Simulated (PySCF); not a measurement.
# TaO₂: structure of the doublet

Where does doublet TaO₂ go from a side-on start, is the end point a minimum, and what are its modes, charges and moments?

Computed with PySCF 2.14.0. Level: PBE0, basis Ta def2-TZVP with ECP60, O def2-TZVP, scalar-relativistic core potentials, no spin–orbit coupling, density fitting.

**1. The starting structure**

3 atoms, charge 0, spin multiplicity 2.

Bond lengths: Ta1–O2 2.132 Å, Ta1–O3 2.132 Å, O2–O3 1.400 Å. Angles: O2–Ta1–O3 38.3°, Ta1–O2–O3 70.8°, Ta1–O3–O2 70.8°.

Z-matrix (Å, degrees; charge 0 multiplicity 2):
```
Ta
O  1 2.1318
O  1 2.1318 2 38.34
```

**2. The SCF at the typed geometry**

One driver script runs all steps and calls PySCF; scf.py shows how it sets up the SCF of each step. The optimiser is the driver's own. After this first run the driver tries any further starts and a stability analysis.

scf.py reads:

```python
from pyscf import gto, scf, dft
mol = gto.M(atom='''
Ta     0.000000     0.000000     0.000000
O      0.700000     0.000000     2.013600
O     -0.700000     0.000000     2.013600''',
    basis={'Ta': 'def2-TZVP', 'O': 'def2-TZVP'},
    ecp={'Ta': 'def2-TZVP'},
    charge=0, spin=1)
mf = dft.UKS(mol, xc='PBE0')
mf.grids.atom_grid = (50, 194)
aux = {'Ta': 'def2-universal-JKFIT', 'O': 'def2-universal-JKFIT'}
mf = mf.density_fit(auxbasis=aux)
mf.conv_tol = 1e-08
mf.diis_space = 10
mf.max_cycle = 60
mf.init_guess = 'minao'
mf.verbose = 4
mf.kernel()
```

Started as:

```console
> OMP_NUM_THREADS=4 python axn.py task.json out
```

After this run come: Side-on start, doublet: relaxation; Frequencies.

Before running it: what results should come out? Wanted: minimum; geometry; wavenumbers; dipole moment; highest occupied, lowest empty level; polar-tensor charge of Ta1; zero-point energy; atomisation energy; ⟨S²⟩.

The runs gave:

```
                                          quantity                                                            value
                                           minimum                                                     doublet, C2v
                                          geometry  O–O 1.439 Å, Ta–O 1.877 Å (×2); O–O–Ta 67.5° (×2), O–Ta–O 45.1°
                                wavenumbers (cm⁻¹)                                                   585, 664, 1002
                                     dipole moment                                                           3.09 D
highest occupied, lowest empty level (either spin)                                                  -5.73, -2.49 eV
                        polar-tensor charge of Ta1                                                          +0.67 e
                                 zero-point energy                                                      13.5 kJ/mol
                               entropy at 298.15 K                                                  277.1 J/(mol K)
         atomisation energy (no zero-point energy)                                                       918 kJ/mol
                                              ⟨S²⟩                                                            1.013
```

In words: The molecule stays C2v, as typed, and the end point is a minimum. In the infrared the band at 1002 cm⁻¹ leads. Most of the spin sits on Ta1 (Mulliken spin 1.07, against 1 for the whole molecule). The first SCF alone would have been 9 kJ/mol too high. Only this shape and spin were tried, so other structures or states may lie lower. The determinant is spin-contaminated (⟨S²⟩ = 1.01, pure value 0.75). The SCF density has lower symmetry than the nuclear frame. One determinant may miss the lowest occupation of an open d or f shell. Spin–orbit coupling, left out here, can matter for elements this heavy.
